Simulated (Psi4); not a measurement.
**GaHCl2O (SMILES [OH][Ga]([Cl])[Cl]) at CCSD(T)/def2-SVP**

What is the energy change on altering one bond length of GaHCl2O at CCSD(T)/def2-SVP? 

The calculation is run with Psi4 1.11.

## 1. The molecule

GaHCl2O has 5 atoms, charge 0, and is taken as a singlet. SMILES: `[OH][Ga]([Cl])[Cl]`. The coordinates come from a PBE0-D4/def2-TZVP relaxation.

Bond lengths: O1–Ga2 1.765 Å, Ga2–Cl3 2.109 Å, Ga2–Cl4 2.123 Å, O1–H5 0.961 Å. Angles: O1–Ga2–Cl3 118.8°, O1–Ga2–Cl4 120.6°, Cl3–Ga2–Cl4 120.6°, Ga2–O1–H5 112.9°.

## 2. The energy at CCSD(T)/def2-SVP

Contents of job.dat:

```
memory 2.2 GB

molecule {
  0 1
  O
  Ga 1 1.764541
  Cl 2 2.10925 1 118.78964
  Cl 2 2.123422 1 120.6351 3 179.99113
  H 1 0.96102 2 112.91861 3 179.95048
  units angstrom
  symmetry c1
}

set {
  basis def2-SVP
  puream true
  e_convergence 1e-09
  d_convergence 1e-08
  scf_type pk
  num_frozen_docc 20
}

E, wfn = energy('ccsd(t)', return_wfn=True)
print_variables()
```

The run is started by

```bash
$ psi4 -i job.dat -o job.out -n 1
```

job.out:

```text
[...]
  Running in c1 symmetry.
[...]
  Nuclear repulsion =  438.684297037334090
[...]
  Multiplicity = 1
[...]
  Nalpha       = 37
  Nbeta        = 37
[...]
    Number of basis functions: 87
[...]
   @RHF iter   1: -2915.92180707585248   -3.15052e+00   2.57741e-02 ADIIS/DIIS
[...]
   @RHF iter  12: -2917.24799749786962   -6.36646e-12   5.81072e-09 DIIS
[...]
    Orbital Energies [Eh]
    ---------------------
    Doubly Occupied:
       1A   -378.857720     2A   -104.799949     3A   -104.796438
       4A    -48.224919     5A    -42.567874     6A    -42.564537
       7A    -42.563372     8A    -20.565015     9A    -10.563032
      10A    -10.559707    11A     -8.037474    12A     -8.035154
      13A     -8.034999    14A     -8.034193    15A     -8.031794
      16A     -8.031595    17A     -6.471650    18A     -4.570804
      19A     -4.567157    20A     -4.564648    21A     -1.339463
      22A     -1.285982    23A     -1.283728    24A     -1.280324
      25A     -1.278980    26A     -1.245048    27A     -1.090089
      28A     -1.075450    29A     -0.689879    30A     -0.600557
      31A     -0.540382    32A     -0.524411    33A     -0.510736
      34A     -0.483493    35A     -0.476382    36A     -0.471242
[...]
  @RHF Final Energy: -2917.24799749786962
   => Energetics <=
    Nuclear Repulsion Energy =            438.6842970373340904
    One-Electron Energy =               -4933.6995647164021648
    Two-Electron Energy =                1577.7672701811984552
    Total Energy =                      -2917.2479974978691644
[...]
 Multipole Moments:
 ------------------------------------------------------------------------------------
     Multipole            Electronic (a.u.)      Nuclear  (a.u.)        Total (a.u.)
 ------------------------------------------------------------------------------------
 L = 1.  Multiply by 2.5417464519 to convert [e a0] to [Debye]
 Dipole X            :         -0.0001508           -0.0005412           -0.0006920
 Dipole Y            :         -0.2839191            0.8561930            0.5722738
 Dipole Z            :          1.5906184           -1.8845104           -0.2938920
 Magnitude           :                                                    0.6433276
[...]
      * MP2 total energy                      = -2917.905601179933910
[...]
      * CCSD total energy                     = -2917.920884871841736
[...]
      * CCSD(T) total energy                  = -2917.937912223059357
[...]
```

It took 25 s on 1 thread of Intel Xeon Platinum 8488C (Sapphire Rapids), shared host; peak memory 0.49 GiB.

## 3. The distorted shape

Contents of cl2gaho.xyz:

```xyz
5
Cl2GaHO
O      0.589329     1.113215     0.491835
Ga     0.453329    -0.635885     0.302735
Cl     1.834829    -1.876285     1.303635
Cl    -1.073071    -1.477685    -0.909865
H     -0.415200     1.837400    -0.246000
```

Contents of calc.py:

```python
import psi4

psi4.set_memory('2200 MB')
psi4.set_num_threads(1)
psi4.set_output_file('psi4.out', False)

with open('cl2gaho.xyz') as f:
    atoms = ''.join(f.readlines()[2:])
mol = psi4.geometry('0 1\n' + atoms + 'symmetry c1')

psi4.set_options({
    'basis': 'def2-SVP',
    'reference': 'rhf',
    'puream': True,
    'e_convergence': 1e-09,
    'd_convergence': 1e-08,
    'scf_type': 'pk',
    'num_frozen_docc': 20,
})

e, wfn = psi4.energy("ccsd(t)", molecule=mol, return_wfn=True)
print('E =', round(e, 9))
```

The run is started by

```bash
$ python calc.py
```

psi4.out:

```text
[...]
  Running in c1 symmetry.
[...]
  Nuclear repulsion =  435.981341025170025
[...]
  Multiplicity = 1
[...]
  Nalpha       = 37
  Nbeta        = 37
[...]
    Number of basis functions: 87
[...]
   @RHF iter   1: -2915.76050494255924   -3.30367e+00   2.58935e-02 DIIS/ADIIS
[...]
   @RHF iter  14: -2917.14052982868861   -4.54747e-12   2.73110e-09 DIIS
[...]
    Orbital Energies [Eh]
    ---------------------
    Doubly Occupied:
       1A   -378.853530     2A   -104.796301     3A   -104.794988
       4A    -48.220788     5A    -42.563715     6A    -42.560395
       7A    -42.559234     8A    -20.591724     9A    -10.559455
      10A    -10.558261    11A     -8.033904    12A     -8.032745
      13A     -8.031598    14A     -8.031438    15A     -8.030338
      16A     -8.030147    17A     -6.467556    18A     -4.566656
      19A     -4.563048    20A     -4.560557    21A     -1.309653
      22A     -1.281872    23A     -1.279574    24A     -1.276191
      25A     -1.274867    26A     -1.202732    27A     -1.086868
      28A     -1.073133    29A     -0.619699    30A     -0.553298
      31A     -0.534225    32A     -0.516777    33A     -0.495746
      34A     -0.479885    35A     -0.472819    36A     -0.469212
[...]
  @RHF Final Energy: -2917.14052982868861
   => Energetics <=
    Nuclear Repulsion Energy =            435.9813410251700247
    One-Electron Energy =               -4928.6544884277063829
    Two-Electron Energy =                1575.5326175738478014
    Total Energy =                      -2917.1405298286886136
[...]
 Multipole Moments:
 ------------------------------------------------------------------------------------
     Multipole            Electronic (a.u.)      Nuclear  (a.u.)        Total (a.u.)
 ------------------------------------------------------------------------------------
 L = 1.  Multiply by 2.5417464519 to convert [e a0] to [Debye]
 Dipole X            :          0.3239675           -0.8605454           -0.5365778
 Dipole Y            :         -1.7283825            2.2140756            0.4856931
 Dipole Z            :          0.1652291           -0.5548603           -0.3896312
 Magnitude           :                                                    0.8219648
[...]
      * MP2 total energy                      = -2917.817667625175545
[...]
      * CCSD total energy                     = -2917.833015997313396
[...]
      * CCSD(T) total energy                  = -2917.852661813677514
```

Standard output:

```text
E = -2917.852661814
```

Run time: 26 s. Hardware: 1 thread of Intel Xeon Platinum 8488C (Sapphire Rapids), shared host; peak memory 0.49 GiB.

## 4. Results

At CCSD(T)/def2-SVP, 20 core orbitals frozen:

| quantity | value |
| --- | --- |
| first shape: total energy | -2917.93791 Eh |
| first shape: HOMO energy (Hartree–Fock orbitals) | -12.64 eV |
| first shape: LUMO energy (Hartree–Fock orbitals) | 2.07 eV |
| first shape: HOMO–LUMO gap (Hartree–Fock orbitals) | 14.70 eV |
| first shape: correlation energy (20 core orbitals frozen) | -689.9 mEh |
| first shape: (T) correction | -17.03 mEh |
| first shape: T1 diagnostic | 0.012 |
| distorted shape: total energy | -2917.85266 Eh |
| distorted shape: HOMO energy (Hartree–Fock orbitals) | -12.56 eV |
| distorted shape: LUMO energy (Hartree–Fock orbitals) | 1.32 eV |
| distorted shape: HOMO–LUMO gap (Hartree–Fock orbitals) | 13.89 eV |
| distorted shape: correlation energy (20 core orbitals frozen) | -712.1 mEh |
| distorted shape: (T) correction | -19.65 mEh |
| distorted shape: T1 diagnostic | 0.015 |
| energy change with the O1–H5 bond stretched from 0.961 to 1.442 Å | 2.320 eV |

**Reading.** With the O1–H5 bond stretched from 0.961 to 1.442 Å the energy rises by 2.32 eV (224 kJ/mol). The first shape isn't relaxed at this level, so the change isn't measured from a minimum. The triples (first shape) make up 2.5 % of the correlation energy. The triples (distorted shape) make up 2.8 % of the correlation energy.
